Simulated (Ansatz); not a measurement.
# PBE/aug-cc-pVDZ run of GeH3Br (SMILES [GeH3][Br])

Aim: the electronic atomisation energy of GeH3Br at PBE/aug-cc-pVDZ, from 4 runs. 

Program for the calculation: Ansatz 0.2.0.

50 further runs of the same task are left out: 8 that didn't finish, 42 set aside as unsound or not needed.

### Step 1. The structure to begin with

GeH3Br: 5 atoms, total charge 0, spin state singlet. SMILES: `[GeH3][Br]`. The coordinates come from a PBE0-D4/def2-TZVP relaxation.

Bond lengths: Ge1–Br2 2.309 Å, Ge1–H3 1.532 Å, Ge1–H4 1.532 Å, Ge1–H5 1.532 Å. Angles: Br2–Ge1–H3 107.2°, Br2–Ge1–H4 107.2°, Br2–Ge1–H5 107.2°, H3–Ge1–H4 111.7°, H3–Ge1–H5 111.7°, H4–Ge1–H5 111.7°.

### Step 2. A single-point energy at PBE/aug-cc-pVDZ

job.yaml reads:

```yaml
crystal:
  periodic: [false, false, false]
  atoms:
    - {symbol: Ge, position_ang: [0.139040, 0.013690, -0.129150]}
    - {symbol: Br, position_ang: [-1.548450, -0.152490, 1.438270]}
    - {symbol: H, position_ang: [0.128210, 1.452190, -0.655100]}
    - {symbol: H, position_ang: [-0.172230, -0.995930, -1.238090]}
    - {symbol: H, position_ang: [1.453450, -0.317450, 0.584070]}
basis:
  gaussian:
    orbitals: aug-cc-pVDZ
hamiltonian:
  xc: {name: PBE}
accuracy: high
output:
  orbitals: {seedname: orbitals}
```

Started as:

```bash
$ ansatz run job.yaml --threads 1 --pin off --max-ram 3480MiB --events-out events.jsonl --progress --plain --runs-dir runs
```

Standard output:

```text
Warning: RAYON_NUM_THREADS=1 ignored (pool sized by the plan → 1); use --threads N
Functional definition: PBE
  name "PBE"
  parameter kappa = 0.804
  parameter beta = 0.06672455060314922
  exchange = pbe_x(kappa = kappa, mu = beta*pi^2/3)
  correlation = pbe_c(beta = beta)
1965 factors; integrals over basis functions are off by at most 4.5e-9 eV
mean field evaluation 1: about -126592.6066 eV, gradient 1.5e1 eV
mean field evaluation 2: about -126593.1018 eV, gradient 8.4e0 eV
mean field evaluation 4: about -126593.3805 eV, gradient 8.3e-1 eV
mean field evaluation 8: about -126593.3806 eV, gradient 1.0e-2 eV
mean field evaluation 16: about -126593.3806 eV, gradient 1.4e-7 eV
mean field -126593.38061524 eV, -4652.2209295349 hartree, gradient 2.9e-8 eV, S^2 0.000000; 0 other end points of the search recorded, 0 dependent functions left out
reference -126593.38062169 eV, -4652.2209297720 hartree; 35, 35 occupied and 64, 64 virtual orbitals, 1965 factors
Total energy: -126593.38062169 eV, -4652.2209297720 hartree
```

It took 10 s on 1 thread of Arm Neoverse V1, shared host; peak memory 0.25 GiB.

### Step 3. The Br atom

molecule.yaml reads:

```yaml
crystal:
  periodic: [false, false, false]
  atoms:
    - {symbol: Br, position_ang: [0.000000, 0.000000, 0.000000]}
basis:
  gaussian:
    orbitals: aug-cc-pVDZ
magnetization:
  spin_polarized: true
  initial_magnetization: 1
hamiltonian:
  xc: pbe
accuracy: high
```

Run the same way, it converges to -2573.69576 Eh (log not shown).

### Step 4. The Ge atom, same level

job.yaml reads:

```yaml
basis:
  gaussian: {orbitals: aug-cc-pVDZ}
crystal:
  periodic: [false, false, false]
  atoms:
    - symbol: Ge
      position_ang: [0.000000, 0.000000, 0.000000]
magnetization: {spin_polarized: true, initial_magnetization: 2}
hamiltonian: {xc: pbe}
accuracy: high
```

Run the same way, it converges to -2076.57461 Eh (log not shown).

### Step 5. The H atom

run.yaml reads:

```yaml
crystal:
  periodic: [false, false, false]
  atoms:
    - symbol: H
      position_ang: [0.000000, 0.000000, 0.000000]
basis:
  gaussian:
    orbitals: aug-cc-pVDZ
magnetization:
  spin_polarized: true
  initial_magnetization: 1
hamiltonian:
  xc: {name: PBE}
accuracy: high
```

Started as:

```bash
$ ansatz run run.yaml --threads 1 --pin off --max-ram 3480MiB --events-out events.jsonl --progress --plain --runs-dir runs
```

Standard output:

```text
Warning: RAYON_NUM_THREADS=1 ignored (pool sized by the plan → 1); use --threads N
Functional definition: PBE
  name "PBE"
  parameter kappa = 0.804
  parameter beta = 0.06672455060314922
  exchange = pbe_x(kappa = kappa, mu = beta*pi^2/3)
  correlation = pbe_c(beta = beta)
42 factors; integrals over basis functions are off by at most 4.4e-8 eV
mean field evaluation 1: about -13.5791 eV, gradient 6.4e-1 eV
mean field evaluation 2: about -13.5855 eV, gradient 1.0e-1 eV
mean field evaluation 4: about -13.5846 eV, gradient 8.7e-4 eV
mean field evaluation 8: about -13.5846 eV, gradient 4.3e-9 eV
mean field -13.58458341 eV, -0.4992242322 hartree, gradient 1.4e-8 eV, S^2 0.750000; 0 other end points of the search recorded, 0 dependent functions left out
reference -13.58458858 eV, -0.4992244225 hartree; 1, 0 occupied and 8, 9 virtual orbitals, 42 factors
Total energy: -13.58458858 eV, -0.4992244225 hartree
```

Wall time 0.14 s (1 thread of Arm Neoverse V1, shared host).

### Step 6. What came out

Level: PBE/aug-cc-pVDZ.

| quantity | value |
| --- | --- |
| molecule: total energy | -4652.22093 Eh |
| molecule: HOMO energy | -7.00 eV |
| molecule: LUMO energy | -1.74 eV |
| molecule: HOMO–LUMO gap | 5.26 eV |
| Br atom: total energy | -2573.69576 Eh |
| Br atom: ⟨S²⟩ | 0.751 |
| Ge atom: total energy | -2076.57461 Eh |
| Ge atom: ⟨S²⟩ | 2.002 |
| H atom: total energy | -0.49922 Eh |
| H atom: ⟨S²⟩ | 0.750 |
| electronic atomisation energy | 12.324 eV |

What this shows: Taking the molecule apart into free atoms costs 12.32 eV (1189 kJ/mol), before zero-point energy and without spin-orbit coupling.
